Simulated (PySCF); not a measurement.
# Cl4Si: the cost of one run

The runs use PySCF 2.14.0, with density-fitted response routines of our own; the level of theory stands in each step. All values are computed, except where a source is named. Atoms are numbered from 0 throughout.

## Step 1: Starting geometry

5 atoms, charge 0, multiplicity 1; geometry from: GFN2-xTB. The atoms were then displaced at random by about 0.01 Å, so the start is not that level's minimum.

Bonds of the start (Å): Cl0–Si1 2.04, Si1–Cl2 2.02, Si1–Cl3 2.05, Si1–Cl4 2.02.

## Step 2: Geometry optimisation at PBE0-D3(BJ)/def2-SVP

What the job is given:

```
{"job": {"xc": "PBE0", "basis": "def2-SVP", "d3": "d3bj", "grid": 1, "shake": 0.01, "kind": "geom"}, "charge": 0, "multiplicity": 1}
Cl     0.725120    -1.321930     1.372040
Si    -0.003840    -0.003820    -0.005520
Cl    -0.977940     1.504940     0.918810
Cl     1.570180     0.745490    -1.078820
Cl    -1.279950    -0.958650    -1.244400
```

Launch:

```sh
> OMP_NUM_THREADS=1 python probes_run.py task.json out
```

This one command runs all jobs of the session in turn.

Q: Estimate the wall time and peak memory of this first job on 1 thread of Arm Neoverse V2, shared host.

About 16 s, with a peak of 0.38 GiB.
